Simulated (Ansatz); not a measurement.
# ZrRh3 (Pm-3m): comparison of functionals at one structure

How far apart do the functionals lie for ZrRh3 (Pm-3m) at one structure? Wanted for ZrRh3 (Pm-3m): a comparison of functionals at one structure.

Program: the Python package of Ansatz 0.2.0. The levels of theory stand in the script. These are calculated values, not measurements.

### 1 Starting point

Symmetry: Pm-3m, No. 221, cubic system. The conventional cell has a = 3.927 Å, b = 3.927 Å, c = 3.927 Å, α = 90.00°, β = 90.00°, γ = 90.00°. Zr (site symmetry m-3m) is surrounded by 12 Rh at 2.78 Å. Around Rh (site symmetry 4/mmm) lie 4 Zr at 2.78 Å and 8 Rh at 2.78 Å.

The script holds or builds the structure itself.

### 2 The script

File xc.py:

```python
"""One structure of ZrRh3 under several functionals."""

import warnings

import ansatz as az
from ase import Atoms


def main() -> None:
    warnings.simplefilter("ignore", az.DeckWarning)

    atoms = Atoms(
        ["Zr", "Rh", "Rh", "Rh"],
        scaled_positions=[
            [0.0, 0.0, 0.0],
            [0.0, 0.5, 0.5],
            [0.5, 0.0, 0.5],
            [0.5, 0.5, 0.0],
        ],
        cell=[
            [3.927, 0.0, 0.0],
            [0.0, 3.927, 0.0],
            [0.0, 0.0, 3.927],
        ],
        pbc=True,
    )
    zrrh3 = az.Crystal.from_ase(atoms)

    calc = (
        zrrh3.calculation()
        .basis(39 * az.Ry)
        .kpoints(spacing=0.26)
        .occupations(az.OccupationsMethod.FERMI_DIRAC, width=0.1)
        .stress()
    )

    rows = []
    for value in ["r2scan", "blyp", "pbesol"]:
        r = calc.functional(value).run().report
        rows.append((value, r["free_energy_ev"] / len(r["lattice"]["sites"]), r["n_iterations"], sum(r["stress_gpa"][i][i] for i in range(3)) / 3, r["n_kpoints"]))

    print("  functional   F/atom (eV)    iterations       P (GPa)      k-points")
    for row in rows:
        print(f"{str(row[0]):>12s}  {row[1]:12.5f}  {row[2]:12d}  {row[3]:12.3f}  {row[4]:12d}")


if __name__ == "__main__":
    main()
```

### 3 The input behind the calls

The engine receives this input (first run):

```yaml
crystal:
  lattice:
    - [3.927, 0.0, 0.0]
    - [0.0, 3.927, 0.0]
    - [0.0, 0.0, 3.927]
  atoms:
    - { symbol: Zr, position: [0.0, 0.0, 0.0] }
    - { symbol: Rh, position: [0.0, 0.5, 0.5] }
    - { symbol: Rh, position: [0.5, 0.0, 0.5] }
    - { symbol: Rh, position: [0.5, 0.5, 0.0] }
basis:
  ecutwfc: 530.622031796766
kpoints:
  mp_grid:
    kspacing: 0.26
hamiltonian:
  xc: r2scan
scf:
  occupations:
    method: fermi_dirac
    width: 0.1
output:
  stress: true
```

### 4 The run

Command:

```bash
> python xc.py
```

What it wrote:

```text
  functional   F/atom (eV)    iterations       P (GPa)      k-points
      r2scan   -5860.96803             9         0.574            20
        blyp   -5862.64915             7        15.437            20
      pbesol   -5786.92843             6        -3.757            20
```

Run time: 11 s. Hardware: 1 thread of Arm Neoverse V2, shared host; peak memory 0.55 GiB.

### 5 Inputs of later runs

The engine's inputs for the other runs:

Run 2, against run 1:

```diff
@@ -17 +17 @@
-  xc: r2scan
+  xc: blyp
```

Run 3, against run 1:

```diff
@@ -17 +17 @@
-  xc: r2scan
+  xc: pbesol
```

Lines on the test bed's own set-up are left out of the output.

### 6 Run by run

The 3 runs, in the order started:

| run | functional | energy (eV/atom) | pressure (GPa) | SCF cycles | CPU time (s) |
| --- | --- | --- | --- | --- | --- |
| 1 | r2scan | -5860.9680 | 0.57 | 9 | 5.5 |
| 2 | blyp | -5862.6491 | 15.44 | 7 | 2.4 |
| 3 | pbesol | -5786.9284 | -3.76 | 6 | 2.1 |

Energies are free energies F = E - TS of the smeared occupations. Totals under unlike functionals or potentials can't be compared directly.

### 7 Results

| quantity | value |
| --- | --- |
| runs compared | 3 |
| pressure at this cell | -3.8 (pbesol) to 15.4 GPa (blyp) |

What this shows: From lowest to highest: PBEsol (-3.8 GPa), r2SCAN (0.6 GPa) and BLYP (15.4 GPa). At a fixed cell a lower pressure usually means a smaller equilibrium volume, so PBEsol prefers the smallest cell and BLYP the largest. Reading the output:
- The mesh is modest for a metal, so energies can be off by several to tens of meV an atom and pressures by half a GPa or more; differences at equal mesh fare better.
- Pressure is positive in compression.
- Total energies of different functionals can't be compared; pressures, moments and gaps at this one structure can.
